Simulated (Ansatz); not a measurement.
# V3MoS8: the cost of one run

Program: Ansatz 0.2.0. Level of theory: DFT PBE, scalar-relativistic, plane waves, PAW. These are calculated values, not measurements.

2 further runs of the same task are left out: 2 that didn't finish. Runs told in other sessions of the task aren't counted.

## (1) The system as given

The structure is trigonal, space group P3m1 (No. 156). The conventional cell has a = 3.182 Å, b = 3.182 Å, c = 27.656 Å, α = 90.00°, β = 90.00°, γ = 120.00°. V (site symmetry 3m) is surrounded by 6 S at 2.36 Å. Mo (site symmetry 3m) has 6 S at 2.41 Å in its first shell of neighbours. S (site symmetry 3m) has 3 V at 2.36 Å in its first shell of neighbours. S (site symmetry 3m) is surrounded by 3 Mo at 2.41 Å. Only part of the 12 independent sites is listed.

Structure file:

```
CELL_PARAMETERS angstrom
3.18198 0.00000 0.00000
-1.59099 2.75567 0.00000
0.00000 0.00000 27.65605
ATOMIC_POSITIONS crystal
V 0.33333 0.66667 0.00097
V 0.66667 0.33333 0.24741
V 0.66667 0.33333 0.75160
Mo 0.33333 0.66667 0.50003
S 0.33333 0.66667 0.19364
S 0.33333 0.66667 0.69781
S 0.66667 0.33333 0.94714
S 0.66667 0.33333 0.44351
S 0.33333 0.66667 0.30122
S 0.33333 0.66667 0.80540
S 0.66667 0.33333 0.05474
S 0.66667 0.33333 0.55653
```

It is the end of an earlier relaxation with the same method, from a generated guess; it is a trial structure. At a tolerance of 0.05 Å it has space group P3m1 (No. 156); it has 20.21 Å³/atom, an uncorrected energy of -0.89 eV/atom over the elements.

## (2) Bands, states and charges

The input, input.yaml:

```yaml
crystal:
  lattice:
    - [3.1819766801, 0.0, 0.0]
    - [-1.5909883401, 2.7556726392, 0.0]
    - [0.0, 0.0, 27.6560477662]
  atoms:
    - { symbol: V, position: [0.3333333333, 0.6666666667, 0.0009662844], spin: 0.85 }
    - { symbol: V, position: [0.6666666667, 0.3333333333, 0.2474062644], spin: 0.84 }
    - { symbol: V, position: [0.6666666667, 0.3333333333, 0.7515998041], spin: -0.85 }
    - { symbol: Mo, position: [0.3333333333, 0.6666666667, 0.5000253301] }
    - { symbol: S, position: [0.3333333333, 0.6666666667, 0.1936443951] }
    - { symbol: S, position: [0.3333333333, 0.6666666667, 0.697814853] }
    - { symbol: S, position: [0.6666666667, 0.3333333333, 0.9471423313] }
    - { symbol: S, position: [0.6666666667, 0.3333333333, 0.443513175] }
    - { symbol: S, position: [0.3333333333, 0.6666666667, 0.3012205891] }
    - { symbol: S, position: [0.3333333333, 0.6666666667, 0.8053964246] }
    - { symbol: S, position: [0.6666666667, 0.3333333333, 0.0547390109] }
    - { symbol: S, position: [0.6666666667, 0.3333333333, 0.5565315379] }
basis:
  ecutwfc: 420
kpoints:
  mp_grid: { grid: [12, 12, 2] }
  band_path:
    path:
      - [[0.0, 0.0, 0.0], [0.5, 0.0, 0.0], [0.33333333, 0.33333333, 0.0], [0.0, 0.0, 0.0], [0.0, 0.0, 0.5], [0.5, 0.0, 0.5], [0.33333333, 0.33333333, 0.5], [0.0, 0.0, 0.5]]
      - [[0.5, 0.0, 0.5], [0.5, 0.0, 0.0]]
      - [[0.33333333, 0.33333333, 0.5], [0.33333333, 0.33333333, 0.0]]
    npoints: 10
hamiltonian:
  xc: pbe
scf:
  occupations: { method: gaussian, width: 0.1 }
  n_extra_bands: 30
output:
  forces: true
  stress: true
  eigenvalues: true
  populations: true
  dos: { projected: true, de: 0.02, nscf_kmesh: { grid: [15, 15, 3] } }
  bader: false
  write_density: true
  write_potential: true
  elf: true
  volumetric_format: npy
magnetization:
  spin_polarized: true
checkpoint:
  read: start.run
  write: ck
  compress: false
  write_wavefunctions: false
  write_every: 100000
```

Run with:

```sh
> ansatz run input.yaml --threads 4 --pin off --max-ram 8192MiB --backend cpu --events-out ev --progress --plain --runs-dir out
```

What time and memory should one allow on 4 threads of Intel Xeon 6975P-C (Granite Rapids), shared host?

About 2.2 min, with a peak of 2 GiB.
